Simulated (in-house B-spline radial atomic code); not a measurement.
# Er¹⁴⁺: a scan of exact exchange under G0W0

Question: is there a share of exact exchange at which G0W0 leaves the highest level of Er¹⁴⁺ where the start put it?

Method: RPA, second order, AC-SOSEX and G0W0 (contour deformation) on a scalar-relativistic mean field, all electrons; no spin-orbit coupling, Breit or QED terms, no two-electron picture change. Code: an in-house B-spline radial atomic code, version 1.

## Step 1: Starting point

```
element                  : erbium (Z = 68)
charge                   : +14
electrons                : 54
configuration            : [Kr] 4d10 4f7 5s1
next ion, run as well    : [Kr] 4d10 4f7
Hamiltonian              : scalar-relativistic (spin-free one-electron X2C), finite nucleus
shares of exact exchange : 0.00, 0.10, 0.20, 0.30, 0.40, 0.50, 0.60, 0.70, 0.80, 0.90, 1.00
```

The outer shells:

Er14+
```
[Kr] core
4d [↑↓][↑↓][↑↓][↑↓][↑↓]
4f [↑ ][↑ ][↑ ][↑ ][↑ ][↑ ][↑ ]
5s [↑ ]
```

## Step 2: The run with 0 % exact exchange

Settings, as recorded:

```ini
Z = 68
electrons = 54.0
configuration = [Kr] 4d10 4f7 5s1
hamiltonian = x2c
method = pbeh
lmax = 9
exact_exchange_fraction = 0.0
rms_radius = 5.2516
spin_polarised = True
box_radius = 5.25
intervals = 64
```

Launch:

```bash
python run_gw.py task.json out
```

task.json lists these runs, among others, and the program works through them in turn.

The runs that follow: The run with 10 % exact exchange; The run with 20 % exact exchange; The run with 30 % exact exchange; The run with 40 % exact exchange; The run with 50 % exact exchange; The run with 60 % exact exchange; The run with 70 % exact exchange; The run with 80 % exact exchange; The run with 90 % exact exchange; The run with 100 % exact exchange.

Before running it: what results should come out? Wanted: highest level, mean field; highest level, G0W0; RPA correlation energy; RPA+SOSEX.

The runs gave:

| quantity | value |
| --- | --- |
| highest level, mean field (range over the runs) | -303.8 to -289.4 eV |
| highest level, G0W0 (range over the runs) | -307.3 to -305.5 eV |
| RPA correlation energy | -4.686 to -4.428 hartree |
| RPA+SOSEX | -3.3419 to -3.1600 hartree |
| tabulated theoretical ionisation energy (5s shell) | 311.00 ± 16 eV (NIST Atomic Spectra Database, ionization energies) |
| G0W0 removal energy less that value | -5.47 to -5.17 eV |

In words: The starts disagree on which shell is highest (4f↑, 5s↑), so their levels are not one quantity. The RPA energy is largest in size at 0 % exact exchange and smallest at 100 % exact exchange, 5.5 % apart; over the runs it loosely follows the gap of the start, as smaller excitation energies give more correlation. All G0W0 removal energies agree with the tabulated theoretical ionisation energy, 311.00 ± 16 eV, within its uncertainty. As differences of total energies the mean miss over the starts is 5.8 eV for mean field, 5.6 eV for RPA, 6.3 eV for RPA+SOSEX. The reference's uncertainty exceeds the spread between them. Spin-orbit coupling, which splits the 4f shell strongly in so heavy an element, is left out.
